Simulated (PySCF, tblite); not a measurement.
# C₆H₉N₃: a rotation path, then NMR shifts on frames, part 2 of 2

tblite 0.8.0 and PySCF 2.14.0. Atoms count from 0. Earlier steps stand in the parts before.

### Step 5. NMR shieldings: image 4, PBE0/pcSseg-1

Job settings and geometry (Å):

```
{"job": {"kind": "nmr", "xc": "PBE0", "basis": "pcSseg-1", "pop": false}, "charge": 0, "multiplicity": 1}
C      2.371400     1.688700     1.872900
C      1.273800     0.972400     2.055600
N      0.498800     0.427600     1.044200
C      0.638200     0.476100    -0.308600
C     -0.412800    -0.269700    -0.794000
C     -0.791100    -0.588500    -2.199000
C     -2.006100    -1.505800    -2.242100
N     -1.116800    -0.719200     0.273500
N     -0.576600    -0.307000     1.348500
H      2.760300     1.917100     0.896300
H      2.919700     2.073800     2.711800
H      0.877500     0.731600     3.031800
H      1.420000     1.009800    -0.803700
H      0.062300    -1.054500    -2.701900
H     -1.010100     0.343700    -2.727900
H     -1.796900    -2.427900    -1.707400
H     -2.271600    -1.740500    -3.269700
H     -2.848800    -1.021400    -1.756700
```

With the program's defaults for keys left out, this is: GIAO PBE0/pcSseg-1 NMR shielding, non-relativistic, gas phase.

Log:

```text
coarse grid: 15288 points
cycle   1  E = -397.6202041793  dE =  1.656e+00  |g| = 5.401e-01  |ddm| = 4.039e+00
cycle   2  E = -397.5178400082  dE =  1.024e-01  |g| = 8.831e-01  |ddm| = 1.190e+00
cycle   3  E = -397.6832918353  dE = -1.655e-01  |g| = 1.633e-01  |ddm| = 8.050e-01
cycle   4  E = -397.6887365160  dE = -5.445e-03  |g| = 5.209e-02  |ddm| = 1.608e-01
cycle   5  E = -397.6893211405  dE = -5.846e-04  |g| = 1.507e-02  |ddm| = 5.741e-02
cycle   6  E = -397.6893693149  dE = -4.817e-05  |g| = 5.889e-03  |ddm| = 1.814e-02
cycle   7  E = -397.6893771454  dE = -7.830e-06  |g| = 1.062e-03  |ddm| = 4.757e-03
final grid: 148576 points
cycle   8  E = -397.7395990559  dE = -4.389e-05  |g| = 7.518e-03  |ddm| = 4.074e-02
cycle   9  E = -397.7395976409  dE =  1.415e-06  |g| = 7.983e-03  |ddm| = 1.381e-02
cycle  10  E = -397.7396132459  dE = -1.560e-05  |g| = 1.354e-03  |ddm| = 7.264e-03
cycle  11  E = -397.7396136667  dE = -4.208e-07  |g| = 3.524e-04  |ddm| = 1.357e-03
cycle  12  E = -397.7396136924  dE = -2.572e-08  |g| = 1.375e-04  |ddm| = 3.840e-04
cycle  13  E = -397.7396136961  dE = -3.684e-09  |g| = 4.046e-05  |ddm| = 1.275e-04
cycle  14  E = -397.7396136964  dE = -2.982e-10  |g| = 1.433e-05  |ddm| = 4.120e-05
converged SCF energy = -397.7396136964

GIAO shielding tensors (ppm)
atom      isotropic    diamagn.    paramagn.     s11        s22        s33       span
  0 C       83.420     256.717    -173.297    -13.580     92.999    170.841    184.421
  1 C       47.486     246.464    -198.978    -62.395     74.972    129.881    192.276
  2 N      -18.811     335.183    -353.994   -150.479     -5.858     99.904    250.383
  3 C       64.820     254.889    -190.069    -14.803     60.374    148.891    163.694
  4 C       33.739     260.519    -226.780    -34.300     23.349    112.169    146.469
  5 C      164.543     246.894     -82.351    159.228    159.502    174.898     15.670
  6 C      174.291     244.080     -69.789    168.814    174.115    179.943     11.129
  7 N     -117.230     329.124    -446.354   -352.448   -179.306    180.064    532.511
  8 N     -138.753     317.794    -456.547   -398.935   -114.690     97.366    496.300
  9 H       26.202      33.418      -7.216     23.368     24.910     30.329      6.960
 10 H       26.538      26.951      -0.413     24.832     25.423     29.359      4.527
 11 H       24.040      29.639      -5.599     20.841     23.685     27.594      6.753
 12 H       23.883      36.112     -12.229     20.893     22.685     28.071      7.178
 13 H       28.804      29.921      -1.117     23.097     28.729     34.586     11.489
 14 H       28.793      29.770      -0.977     23.241     28.590     34.547     11.306
 15 H       29.798      29.006       0.791     25.574     27.944     35.875     10.302
 16 H       30.468      25.625       4.842     25.660     28.265     37.478     11.818
 17 H       29.658      28.916       0.743     25.345     27.836     35.795     10.450
```

It took 25 s on 1 thread of Arm Neoverse V2, shared host; peak memory 0.92 GiB.

This run: δ C4 153.2, C1 139.4, C3 122.1, C0 103.5, H12 7.83, H11 7.68 ppm.

### Step 6. Shielding tensors: image 6, PBE0/pcSseg-1

Job settings and geometry (Å):

```
{"job": {"kind": "nmr", "xc": "PBE0", "basis": "pcSseg-1", "pop": false}, "charge": 0, "multiplicity": 1}
C      2.139400     1.937500     1.843000
C      1.309700     0.926000     2.043900
N      0.619300     0.250200     1.050300
C      0.599100     0.432200    -0.298200
C     -0.245000    -0.546300    -0.770400
C     -0.653400    -0.849700    -2.168800
C     -2.144200    -1.159900    -2.254300
N     -0.682600    -1.255300     0.300000
N     -0.172500    -0.781800     1.364200
H      2.349500     2.333100     0.864900
H      2.639800     2.407200     2.668800
H      1.097400     0.518700     3.022100
H      1.146000     1.199300    -0.802000
H     -0.077200    -1.707900    -2.527700
H     -0.406200     0.006800    -2.799300
H     -2.379700    -2.002400    -1.610900
H     -2.423200    -1.400300    -3.277200
H     -2.724900    -0.301100    -1.924700
```

Method: GIAO PBE0/pcSseg-1 NMR shielding, non-relativistic, gas phase.

Log:

```text
coarse grid: 15288 points
cycle   1  E = -397.6215687528  dE =  1.651e+00  |g| = 5.400e-01  |ddm| = 4.013e+00
cycle   2  E = -397.5167252833  dE =  1.048e-01  |g| = 8.881e-01  |ddm| = 1.170e+00
cycle   3  E = -397.6846491153  dE = -1.679e-01  |g| = 1.636e-01  |ddm| = 8.003e-01
cycle   4  E = -397.6900959380  dE = -5.447e-03  |g| = 5.283e-02  |ddm| = 1.607e-01
cycle   5  E = -397.6906945044  dE = -5.986e-04  |g| = 1.549e-02  |ddm| = 5.798e-02
cycle   6  E = -397.6907461483  dE = -5.164e-05  |g| = 5.923e-03  |ddm| = 1.833e-02
cycle   7  E = -397.6907540738  dE = -7.925e-06  |g| = 1.112e-03  |ddm| = 4.764e-03
final grid: 148576 points
cycle   8  E = -397.7406323229  dE = -4.329e-05  |g| = 7.466e-03  |ddm| = 4.046e-02
cycle   9  E = -397.7406302956  dE =  2.027e-06  |g| = 8.067e-03  |ddm| = 1.403e-02
cycle  10  E = -397.7406462711  dE = -1.598e-05  |g| = 1.500e-03  |ddm| = 7.525e-03
cycle  11  E = -397.7406468060  dE = -5.349e-07  |g| = 3.360e-04  |ddm| = 1.516e-03
cycle  12  E = -397.7406468293  dE = -2.328e-08  |g| = 1.339e-04  |ddm| = 3.772e-04
cycle  13  E = -397.7406468328  dE = -3.494e-09  |g| = 3.874e-05  |ddm| = 1.232e-04
cycle  14  E = -397.7406468331  dE = -2.815e-10  |g| = 1.416e-05  |ddm| = 4.003e-05
converged SCF energy = -397.7406468331

GIAO shielding tensors (ppm)
atom      isotropic    diamagn.    paramagn.     s11        s22        s33       span
  0 C       83.602     256.750    -173.148    -13.266     93.222    170.849    184.115
  1 C       47.730     246.459    -198.729    -62.123     75.054    130.260    192.383
  2 N      -14.982     335.001    -349.983   -143.223     -5.128    103.405    246.628
  3 C       65.144     255.338    -190.194    -13.649     63.241    145.840    159.490
  4 C       32.108     259.916    -227.808    -35.204     18.365    113.162    148.366
  5 C      163.364     245.743     -82.380    154.645    163.240    172.206     17.560
  6 C      172.250     245.095     -72.846    162.070    170.573    184.105     22.035
  7 N     -119.682     328.868    -448.550   -365.860   -177.647    184.462    550.321
  8 N     -142.416     317.831    -460.247   -403.635   -118.199     94.586    498.222
  9 H       26.224      33.490      -7.266     23.418     24.915     30.339      6.921
 10 H       26.546      26.975      -0.429     24.842     25.434     29.362      4.519
 11 H       24.061      29.552      -5.491     20.917     23.707     27.557      6.639
 12 H       23.988      36.183     -12.195     21.155     22.856     27.953      6.798
 13 H       28.739      28.981      -0.242     24.515     27.195     34.508      9.993
 14 H       29.066      30.767      -1.701     23.373     29.128     34.695     11.322
 15 H       29.229      28.892       0.337     24.015     28.266     35.406     11.391
 16 H       30.423      26.136       4.287     25.895     27.774     37.598     11.703
 17 H       30.600      29.372       1.228     26.853     28.724     36.223      9.370
```

Run time: 26 s. Hardware: 1 thread of Arm Neoverse V2, shared host; peak memory 0.92 GiB.

Key values: δ C4 154.8, C1 139.2, C3 121.8, C0 103.3, H12 7.73, H11 7.66 ppm.

### Step 7. Shielding tensors: image 8, PBE0/pcSseg-1

Job settings and geometry (Å):

```
{"job": {"kind": "nmr", "xc": "PBE0", "basis": "pcSseg-1", "pop": false}, "charge": 0, "multiplicity": 1}
C      1.828700     2.096500     1.807800
C      1.338600     0.881600     1.997200
N      0.739900     0.099500     1.022300
C      0.513200     0.344300    -0.297100
C     -0.098900    -0.796600    -0.763300
C     -0.615200    -1.118700    -2.120500
C     -2.101300    -0.773300    -2.232800
N     -0.209800    -1.653300     0.282600
N      0.284600    -1.121400     1.326500
H      1.803300     2.594100     0.854100
H      2.278800     2.635700     2.620100
H      1.364400     0.377300     2.952400
H      0.791200     1.253600    -0.783900
H     -0.478000    -2.186400    -2.298300
H     -0.045900    -0.559100    -2.865800
H     -2.669000    -1.335800    -1.495900
H     -2.472000    -1.020500    -3.224500
H     -2.261300     0.288800    -2.057300
```

Level: GIAO PBE0/pcSseg-1 NMR shielding, non-relativistic, gas phase.

Log:

```text
coarse grid: 15288 points
cycle   1  E = -397.6222516466  dE =  1.644e+00  |g| = 5.383e-01  |ddm| = 4.004e+00
cycle   2  E = -397.5181003086  dE =  1.042e-01  |g| = 8.846e-01  |ddm| = 1.154e+00
cycle   3  E = -397.6850953139  dE = -1.670e-01  |g| = 1.617e-01  |ddm| = 7.870e-01
cycle   4  E = -397.6903955983  dE = -5.300e-03  |g| = 5.333e-02  |ddm| = 1.592e-01
cycle   5  E = -397.6910051793  dE = -6.096e-04  |g| = 1.559e-02  |ddm| = 5.852e-02
cycle   6  E = -397.6910573093  dE = -5.213e-05  |g| = 5.882e-03  |ddm| = 1.850e-02
cycle   7  E = -397.6910650515  dE = -7.742e-06  |g| = 1.142e-03  |ddm| = 4.693e-03
final grid: 148576 points
cycle   8  E = -397.7408118416  dE = -4.519e-05  |g| = 7.537e-03  |ddm| = 4.271e-02
cycle   9  E = -397.7408100123  dE =  1.829e-06  |g| = 8.073e-03  |ddm| = 1.436e-02
cycle  10  E = -397.7408261085  dE = -1.610e-05  |g| = 1.504e-03  |ddm| = 7.642e-03
cycle  11  E = -397.7408266489  dE = -5.404e-07  |g| = 3.346e-04  |ddm| = 1.515e-03
cycle  12  E = -397.7408266720  dE = -2.305e-08  |g| = 1.347e-04  |ddm| = 3.877e-04
cycle  13  E = -397.7408266756  dE = -3.644e-09  |g| = 3.744e-05  |ddm| = 1.223e-04
cycle  14  E = -397.7408266759  dE = -2.613e-10  |g| = 1.402e-05  |ddm| = 4.063e-05
converged SCF energy = -397.7408266759

GIAO shielding tensors (ppm)
atom      isotropic    diamagn.    paramagn.     s11        s22        s33       span
  0 C       83.578     256.948    -173.370    -13.308     93.295    170.746    184.053
  1 C       47.661     246.495    -198.834    -62.207     75.014    130.175    192.381
  2 N      -16.103     334.393    -350.496   -142.860     -6.567    101.118    243.978
  3 C       65.621     255.638    -190.017    -13.147     61.775    148.234    161.381
  4 C       30.584     258.949    -228.365    -35.414     12.538    114.628    150.042
  5 C      162.792     246.243     -83.451    152.358    163.274    172.744     20.386
  6 C      166.618     245.685     -79.068    153.826    160.196    185.831     32.005
  7 N     -122.336     328.615    -450.951   -360.520   -176.357    169.868    530.388
  8 N     -142.045     317.498    -459.543   -402.409   -117.315     93.589    495.998
  9 H       26.210      33.677      -7.467     23.397     24.938     30.294      6.897
 10 H       26.541      27.079      -0.538     24.820     25.456     29.348      4.528
 11 H       24.060      29.401      -5.341     20.892     23.726     27.560      6.668
 12 H       23.952      36.338     -12.386     21.050     22.713     28.094      7.044
 13 H       28.632      29.011      -0.378     24.667     26.895     34.335      9.669
 14 H       29.045      30.454      -1.409     24.346     28.276     34.513     10.167
 15 H       30.136      29.184       0.952     25.716     29.153     35.540      9.824
 16 H       30.343      26.594       3.749     26.299     26.956     37.772     11.473
 17 H       30.721      30.085       0.637     26.373     29.814     35.977      9.605
```

Wall time 25 s (1 thread of Arm Neoverse V2, shared host); peak memory 0.92 GiB.

Key values: δ C4 156.3, C1 139.3, C3 121.3, C0 103.3, H12 7.76, H11 7.66 ppm.

### Step 8. Side by side: NMR shifts

Shifts (ppm) of some atoms, chosen among heavy atoms and hydrogens apart, with basis size and wall time:

| frame | C4 | C6 | H17 | H15 | N8 | N7 | N2 | functions | time |
| --- | --- | --- | --- | --- | --- | --- | --- | --- | --- |
| image 0 | 156.3 | 20.6 | 1.48 | 1.01 | 408.8 | 390.0 | 284.6 | 198 | 25 s |
| image 2 | 155.1 | 15.7 | 2.46 | 1.06 | 410.4 | 388.3 | 282.2 | 198 | 25 s |
| image 4 | 153.2 | 12.6 | 2.06 | 1.92 | 406.5 | 385.0 | 286.5 | 198 | 25 s |
| image 6 | 154.8 | 14.7 | 1.12 | 2.49 | 410.1 | 387.4 | 282.7 | 198 | 26 s |
| image 8 | 156.3 | 20.3 | 1.00 | 1.58 | 409.8 | 390.1 | 283.8 | 198 | 25 s |

### Step 9. What came out

The summary covers parts 1 to 2.

| quantity | value |
| --- | --- |
| barrier | 0.029 eV (0.7 kcal/mol) at image 4 |
| end to end (GFN2-xTB) | 0.000 eV |
| ¹³C shifts against TMS (PBE0/pcSseg-1, image 0) | 156.3, 139.3, 121.4, 103.4, 24.1, 20.6 ppm |
| ¹H shifts against TMS (PBE0/pcSseg-1, image 0) | 7.79, 7.66, 5.51, 5.18, 3.09, 2.72, 1.48, 1.38, 1.01 ppm |
| ¹⁵N shifts against NH3 (PBE0/pcSseg-1, image 0) | 408.8, 390.0, 284.6 ppm |
| range of the shift of C6 | 12.6 to 20.6 ppm |

What this shows: Along the band the dihedral turns by 181°, and the top (dihedral 177°) lies 0.7 kcal/mol above the start (GFN2-xTB, rough), so at room temperature this motion is fast. The top was not checked by a frequency run. Shifts at one fixed geometry are not the observed spectrum, which averages over the motion. In the first frame run (image 0): The widest tensor belongs to N7: span 524 ppm, with a paramagnetic part of -451 ppm. NICS(1)zz of -29 ppm above the planar ring from N2 marks a diatropic (aromatic) ring current. In ppm, C6 moves most: its shift spreads over 8.0 ppm, from 12.6 (image 4) to 20.6 (image 0).
